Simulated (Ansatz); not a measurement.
# SiCl3F: how energies converge with the basis set

The task here is to estimate one member of a computed series from the others.

Method: one geometry, several basis sets; program: Ansatz 0.2.0, Gaussian basis.

Levels to be run: PBE0-D4/def2-SVP; ωB97M-V/def2-SVP; PBE0-D4/def2-QZVPP; ωB97M-V/def2-QZVPP; the functionals' def2-TZVPP values are taken from earlier runs.

### The geometry

The geometry comes from an earlier relaxation with PBE0-D4 in a triple-zeta def2 set; it is a stationary point.

SMILES `F[Si](Cl)(Cl)Cl`, 5 atoms, charge 0, spin multiplicity 1.

Atoms are counted from 1 here; the program's logs count them from 0.

Bond lengths: F1–Si2 1.575 Å, Si2–Cl3 2.014 Å, Si2–Cl4 2.014 Å, Si2–Cl5 2.014 Å. Angles: F1–Si2–Cl3 108.4°, F1–Si2–Cl4 108.4°, F1–Si2–Cl5 108.4°, Cl3–Si2–Cl4 110.6°, Cl3–Si2–Cl5 110.6°, Cl4–Si2–Cl5 110.6°.

Set-up of the first run:

Input file in.yaml:

```yaml
crystal:
  periodic: [false, false, false]
  atoms:
    - {symbol: F, position_ang: [0.874789, -0.931623, 1.042072]}
    - {symbol: Si, position_ang: [0.044600, -0.051463, 0.033821]}
    - {symbol: Cl, position_ang: [-1.596524, 0.626073, 0.985314]}
    - {symbol: Cl, position_ang: [-0.472568, -1.202486, -1.536321]}
    - {symbol: Cl, position_ang: [1.199602, 1.485900, -0.566287]}
basis:
  gaussian: {orbitals: def2-SVP}
hamiltonian: {xc: pbe0, dispersion: d4}
output: {orbitals: {seedname: orbitals}}
```

Command:

```
ansatz run in.yaml --threads 4 --pin off --events-out ev --progress --plain --max-ram 10444MiB
```

Among the steps run: PBE0-D4 in def2-SVP; ωB97M-V in def2-SVP; PBE0-D4 in def2-QZVPP; ωB97M-V in def2-QZVPP.

One table of the session follows, with a row left open; its other results are not shown here.

```
functional       basis  HOMO (eV)  LUMO (eV)
   PBE0-D4    def2-SVP      -9.53       0.11
   PBE0-D4  def2-TZVPP      -9.63      -0.26
   PBE0-D4  def2-QZVPP      -9.66      -0.44
   ωB97M-V    def2-SVP     -11.71       2.34
   ωB97M-V  def2-TZVPP          ?          ?
   ωB97M-V  def2-QZVPP     -11.90       1.41
```

**Question.** Estimate the row for ωB97M-V, def2-TZVPP.

As computed: HOMO (eV): -11.86; LUMO (eV): 1.84. In the column «HOMO (eV)» it lies between ωB97M-V, def2-QZVPP (-11.90) and ωB97M-V, def2-SVP (-11.71).
